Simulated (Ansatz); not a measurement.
# WS2 (Tungstenite): the cost of one run

Program: Ansatz 0.2.0. Level of theory: plane waves, PAW. These are calculated values, not measurements.

The COD entry's cell or inner coordinates are ideal or old and differ from later refinements, so a difference from it is no clean test against experiment.

2 further runs of the same task are left out: 2 that didn't finish.

## 1. The starting structure

The structure is hexagonal, space group P6_3/mmc (No. 194). The conventional cell has a = 3.170 Å, b = 3.170 Å, c = 12.491 Å, α = 90.00°, β = 90.00°, γ = 120.00°. Around W (site symmetry -6m2) lie 6 S at 2.41 Å. Around S (site symmetry 3m) lie 3 W at 2.41 Å.

Structure file:

```cif
data_structure
_symmetry_space_group_name_H-M 'P6_3/mmc'
_symmetry_Int_Tables_number 194
_cell_length_a 3.1699
_cell_length_b 3.1699
_cell_length_c 12.4911
_cell_angle_alpha 90.000
_cell_angle_beta 90.000
_cell_angle_gamma 120.000
_cell_volume 108.70
loop_
_atom_site_label
_atom_site_type_symbol
_atom_site_symmetry_multiplicity
_atom_site_Wyckoff_symbol
_atom_site_fract_x
_atom_site_fract_y
_atom_site_fract_z
_atom_site_occupancy
W1 W 2 c 0.33333 0.66667 0.25000 1
S1 S 4 f 0.33333 0.66667 0.62489 1
```

Cell and atoms come from an earlier r2SCAN+rVV10 relaxation. No spin polarisation is used; should the compound be magnetic, its bands and low-energy spectrum would differ. No run includes spin-orbit coupling, which matters for W.

## 2. PBE, anion s p, 6×6×2

The input, input.yaml:

```yaml
crystal:
  lattice:
    - [3.1699447086, 0.0, 0.0]
    - [-1.5849723543, 2.7452526462, 0.0]
    - [0.0, 0.0, 12.4911157636]
  atoms:
    - { symbol: W, position: [0.3333333333, 0.6666666667, 0.25] }
    - { symbol: W, position: [0.6666666667, 0.3333333333, 0.75] }
    - { symbol: S, position: [0.3333333333, 0.6666666667, 0.6248924623] }
    - { symbol: S, position: [0.6666666667, 0.3333333333, 0.1248924623] }
    - { symbol: S, position: [0.3333333333, 0.6666666667, 0.8751075377] }
    - { symbol: S, position: [0.6666666667, 0.3333333333, 0.3751075377] }
kpoints:
  mp_grid: { grid: [9, 9, 2] }
  band_path:
    path:
      - [[0.0, 0.0, 0.0], [0.5, 2.65625032189e-17, 0.0], [0.3333333333333, 0.3333333333333, 0.0], [0.0, 0.0, 0.0], [0.0, 0.0, 0.5], [0.5, 2.65625032189e-17, 0.5], [0.3333333333333, 0.3333333333333, 0.5], [0.0, 0.0, 0.5]]
      - [[0.5, 2.65625032189e-17, 0.5], [0.5, 2.65625032189e-17, 0.0]]
      - [[0.3333333333333, 0.3333333333333, 0.5], [0.3333333333333, 0.3333333333333, 0.0]]
    npoints: 10
hamiltonian:
  xc: pbe
scf:
  occupations: { method: fixed }
  n_extra_bands: 6
output:
  forces: false
  stress: false
  eigenvalues: true
  wannier:
    kmesh: [6, 6, 2]
    projections: [{ species: S, l: s, shell: 3 }, { species: S, l: p, shell: 3 }]
    minimise: true
    write_hr: true
    conv_tol: 1.0e-08
    max_iter: 3000
```

Command:

```console
ansatz run input.yaml --threads 4 --pin off --max-ram 5529MiB --backend cpu --events-out ev --progress --plain --runs-dir out
```

What time and memory should one allow on 4 threads of Arm Neoverse V1, shared host?

About 6.8 s, with a peak of 0.43 GiB.
